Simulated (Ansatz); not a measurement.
# FH₂NOSi (SMILES N=[Si](O)F): single points off equilibrium

The task here is to estimate one member of a computed series from the others.

Method: single points in def2-TZVPP; program: Ansatz 0.2.0, Gaussian basis.

Correlated methods freeze the cores.

## The starting structure

SMILES `N=[Si](O)F`, 6 atoms, charge 0, spin multiplicity 1.

Atoms are counted from 1 here; the program's logs count them from 0.

Bond lengths: N1–Si2 1.689 Å, N1–H5 1.085 Å, Si2–O3 1.671 Å, Si2–F4 1.747 Å, O3–H6 0.999 Å. Angles: Si2–N1–H5 122.8°, N1–Si2–O3 123.9°, N1–Si2–F4 135.8°, O3–Si2–F4 100.3°, Si2–O3–H6 118.4°.

Coordinates:

```mol
FH2NOSi
  3D, bonds by distance, orders not assigned

  6  5  0  0  0  0  0  0  0  0999 V2000
   -0.3445    1.2302   -0.7457 N   0  0
   -0.0794   -0.3216   -0.1333 Si  0  0
    0.6712   -0.6308    1.3267 O   0  0
   -0.4382   -1.9503   -0.6526 F   0  0
   -0.9024    1.4141   -1.6582 H   0  0
    1.0279    0.1414    1.8504 H   0  0
  1  2  8  0
  1  5  8  0
  2  3  8  0
  2  4  8  0
  3  6  8  0
M  END
```

The first run:

run/in.yaml reads:

```yaml
crystal:
  periodic: [false, false, false]
  atoms:
    - {symbol: N, position_ang: [-0.344500, 1.230200, -0.745700]}
    - {symbol: Si, position_ang: [-0.079400, -0.321600, -0.133300]}
    - {symbol: O, position_ang: [0.671200, -0.630800, 1.326700]}
    - {symbol: F, position_ang: [-0.438200, -1.950300, -0.652600]}
    - {symbol: H, position_ang: [-0.902400, 1.414100, -1.658200]}
    - {symbol: H, position_ang: [1.027900, 0.141400, 1.850400]}
basis:
  gaussian: {orbitals: def2-TZVPP}
correlation: {method: ccsd_t}
output: {forces: true}
```

No record of the launch command was kept for these runs.

Among the steps run: CCSD(T)/def2-TZVPP; PBE0-D4/def2-TZVPP; wB97M-V/def2-TZVPP; r2SCAN-D4/def2-TZVPP; PBE-D4/def2-TZVPP; BLYP-D4/def2-TZVPP; r2SCAN0-D4/def2-TZVPP.

One table of the session follows, with a row left open; its other results are not shown here.

```
    method  RMS force component (eV/Å)  angle to CCSD(T) forces (°)  dipole (D)
   CCSD(T)                       1.422                    reference        1.26
   PBE0-D4                       1.463                          5.7        1.25
   wB97M-V                       1.471                          7.4        1.19
 r2SCAN-D4                           ?                            ?           ?
    PBE-D4                       1.163                          6.4        1.28
   BLYP-D4                       1.126                          7.1        1.27
r2SCAN0-D4                       1.601                          6.5        1.24
```

Estimate the missing values for r2SCAN-D4.

**Answer.** RMS force component (eV/Å): 1.386; angle to CCSD(T) forces (°): 4.2; dipole (D): 1.27. In the column «RMS force component (eV/Å)» it lies between PBE-D4 (1.163) and CCSD(T) (1.422).
